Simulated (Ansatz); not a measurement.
Working through a short molecular-dynamics run of AlBH₂O₂, SMILES [OH][Al]1[BH][O]1

Computed with Ansatz's Python interface.

Notebook, run cell by cell (the value of a cell's last expression is shown):

In [1]:
```python
import warnings

import ansatz as az
import numpy as np

BASIS_SET = "6-31G*"
FUNCTIONAL = "HF"
N_STEPS = 30
TEMPERATURE_K = 500
```

In [2]:
```python
warnings.simplefilter("ignore", az.DeckWarning)
```

In [3]:
```python
geometry_ang = [
    ("O", [-0.7851, 0.5817, -1.8895]),
    ("Al", [0.08, -0.3149, -0.6204]),
    ("B", [0.6168, -0.2397, 1.3757]),
    ("O", [0.6282, -1.4908, 0.5871]),
    ("H", [-1.7154, 0.7975, -1.5095]),
    ("H", [1.2177, 0.6022, 2.0104]),
]
molecule = az.Crystal.molecule()
for symbol, xyz in geometry_ang:
    molecule = molecule.atom(symbol, xyz)
```

In [4]:
```python
calc = (
    molecule.calculation()
    .basis(gaussian=BASIS_SET)
    .functional(FUNCTIONAL)
    .md("nve", timestep=0.5, steps=N_STEPS, temperature=TEMPERATURE_K, initial_velocities="maxwell_boltzmann", seed=70)
)
frames = []
res = calc.session().plan().execute(on_event=lambda e: frames.append(e["data"]) if e["event"] == "md_step" else None)
print("t (fs)   E_pot (eV)      E_kin (eV)   T (K)   d(0-1) (A)")
for f in frames[::1]:
    xyz = np.array(f["positions_ang"])
    print(f"{f['time_fs']:6.2f} {f['lagrangian_ev']:14.5f} {f['e_kin_ev']:10.5f} {f['temperature_k']:8.1f} {np.linalg.norm(xyz[0] - xyz[1]):9.4f}")
kept = np.array([f["conserved_ev"] for f in frames])
print(f"conserved energy moves by at most {1000 * np.ptp(kept):.3f} meV")
symbols = [site.symbol for site in molecule.cartesian_sites]
with open("last_frame.xyz", "w") as handle:
    handle.write(f"{len(symbols)}\nt = {frames[-1]['time_fs']} fs\n")
    handle.writelines("{:2s} {:10.5f} {:10.5f} {:10.5f}\n".format(s, *xyz) for s, xyz in zip(symbols, frames[-1]["positions_ang"]))
```
```text
t (fs)   E_pot (eV)      E_kin (eV)   T (K)   d(0-1) (A)
  0.00   -11359.23251    0.25852    500.0    1.7785
  0.50   -11359.18465    0.21066    407.4    1.7764
  1.00   -11359.17906    0.20452    395.6    1.7741
  1.50   -11359.20687    0.23127    447.3    1.7716
  2.00   -11359.25160    0.27469    531.3    1.7689
  2.50   -11359.29405    0.31628    611.7    1.7659
  3.00   -11359.32282    0.34550    668.2    1.7625
  3.50   -11359.34692    0.37158    718.7    1.7587
  4.00   -11359.39696    0.42362    819.3    1.7544
  4.50   -11359.50206    0.52853   1022.2    1.7495
  5.00   -11359.65900    0.68303   1321.0    1.7440
  5.50   -11359.83169    0.85327   1650.3    1.7380
  6.00   -11359.98236    1.00313   1940.1    1.7316
  6.50   -11360.09648    1.11792   2162.2    1.7250
  7.00   -11360.18244    1.20510   2330.8    1.7183
  7.50   -11360.25822    1.28185   2479.2    1.7116
  8.00   -11360.33929    1.36331   2636.8    1.7051
  8.50   -11360.43245    1.45617   2816.4    1.6987
  9.00   -11360.53387    1.55664   3010.7    1.6926
  9.50   -11360.62968    1.65099   3193.2    1.6867
 10.00   -11360.69822    1.71787   3322.5    1.6810
 10.50   -11360.71555    1.73401   3353.7    1.6755
 11.00   -11360.66630    1.68508   3259.1    1.6700
 11.50   -11360.55890    1.58008   3056.0    1.6644
 12.00   -11360.43194    1.45628   2816.6    1.6584
 12.50   -11360.33294    1.35839   2627.2    1.6521
 13.00   -11360.27886    1.30254   2519.2    1.6453
 13.50   -11360.24461    1.26594   2448.4    1.6383
 14.00   -11360.19491    1.21554   2351.0    1.6312
 14.50   -11360.11722    1.13888   2202.7    1.6243
 15.00   -11360.02524    1.04859   2028.1    1.6178
conserved energy moves by at most 8.203 meV
```

It writes `last_frame.xyz`:
```text
6
t = 15.0 fs
O    -0.76440    0.48020   -1.79364
Al    0.06968   -0.23987   -0.60913
B     0.66104   -0.23874    1.13220
O     0.60783   -1.44978    0.64568
H    -1.65498    0.79715   -2.06513
H     0.95367   -0.45615    2.42448
```

Caveats:
- Total energies depend on the basis set; only differences at equal settings carry meaning.
- The trajectory is only some femtoseconds long, so its temperature is not equilibrated; where the script doesn't relax first, it starts from a rough generated geometry.
- The temperature counts the internal degrees of freedom alone.
- Run time: 26 s on 1 thread of Arm Neoverse V1, on a shared host, peak memory 0.18 GiB.
